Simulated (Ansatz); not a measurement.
# AlGeH: the cost of one run

Method: def2-QZVPP, all electrons in the functionals, frozen cores in the correlation of double hybrids and RPA; program: Ansatz 0.2.0, Gaussian basis.

Plan: wB97M-V, B2PLYP, at charge 0, triplet; charge 0, singlet; charge 0, quintet; charge 1, doublet; charge 1, quartet.

10 further runs of the same task are left out: 1 that didn't finish, 9 set aside as unsound or not needed. Runs told in other sessions of the task aren't counted.

### 1 The system

The geometry is a PBE0/def2-TZVP stationary point (not a proven minimum). No spin-orbit coupling is included. The filled d shell of Ge may be among the frozen orbitals whatever the setting's name suggests.

3 atoms, charge 0, spin multiplicity 3.

Atoms are counted from 1 here; the program's logs count them from 0.

Bond lengths: Ge1–Al2 2.449 Å, Ge1–H3 1.690 Å. Angles: Al2–Ge1–H3 53.8°.

No dispersion term is added; wB97M-V holds VV10 nonlocal correlation.

The geometry shown and the zero of energy belong to the point charge 0, triplet. The yardstick, RCCSD(T), and other wave-function levels (R restricted, U unrestricted, valence and pair active spaces) come from earlier runs.

### 2 wB97M-V, charge 0, triplet

File in.yaml:

```yaml
crystal:
  periodic: [false, false, false]
  atoms:
    - {symbol: Ge, position_ang: [0.000000, -0.008843, 0.666646]}
    - {symbol: Al, position_ang: [0.000000, -0.026517, -1.782004]}
    - {symbol: H, position_ang: [0.000000, 1.347127, -0.341215]}
basis:
  gaussian: {orbitals: "def2-QZVPP.json"}
magnetization: {spin_polarized: true, initial_magnetization: 2}
hamiltonian: {xc: {name: wB97M-V}}
output: {orbitals: {seedname: orbitals}}
```

Started as:

```bash
$ ansatz run in.yaml --threads 1 --pin off --events-out ev --progress --plain --max-ram 2393MiB
```

Q: Estimate wall time and peak memory on 1 thread of Arm Neoverse V1, shared host.

About 36 s, with a peak of 0.61 GiB.
